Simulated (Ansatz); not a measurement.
# Co (Co, diamond): the cost of one run

Program: Ansatz 0.2.0. Level of theory: DFT BLYP, plane waves (420 eV) with PAW, scalar-relativistic; PBE-made PAW files. These are calculated values, not measurements.

### Step 1. The structure to begin with

It takes space group Fd-3m (No. 227, cubic). The conventional cell has a = 4.927 Å, b = 4.927 Å, c = 4.927 Å, α = 90.00°, β = 90.00°, γ = 90.00°. Around Co (site symmetry -43m) lie 4 Co at 2.13 Å.

As a file:

```
Co
1.0
     0.00000    2.46343    2.46343
     2.46343    0.00000    2.46343
     2.46343    2.46343    0.00000
Co
2
Direct
  0.12500 0.12500 0.12500
  0.87500 0.87500 0.87500
```

Starting moments (μB): +1.7, -1.7.

### Step 2. Relaxing cell and atoms

input.yaml

```yaml
crystal:
  lattice:
    - [0.0, 2.4634331982, 2.4634331982]
    - [2.4634331982, 0.0, 2.4634331982]
    - [2.4634331982, 2.4634331982, 0.0]
  atoms:
    - { symbol: Co, position: [0.125, 0.125, 0.125], spin: 1.7 }
    - { symbol: Co, position: [0.875, 0.875, 0.875], spin: -1.7 }
hamiltonian:
  xc: blyp
  pseudopotentials:
    kind: paw
    azcp:
      Co: "pseudopotentials/Co.paw.azcp"
basis:
  ecutwfc: 420
  fft_grid_basis: typed
kpoints:
  mp_grid: { grid: [11, 11, 11], shift: [0, 0, 0] }
magnetization:
  spin_polarized: true
scf:
  occupations: { method: fermi_dirac, width: 0.05 }
relax:
  max_steps: 60
  f_tol: 0.01
  cell: {}
output:
  write_density: true
  write_potential: true
  elf: true
  volumetric_format: npy
```

What time and memory should one allow on 2 threads of an Arm CPU, shared host?

About 64 s, with a peak of 0.39 GiB.
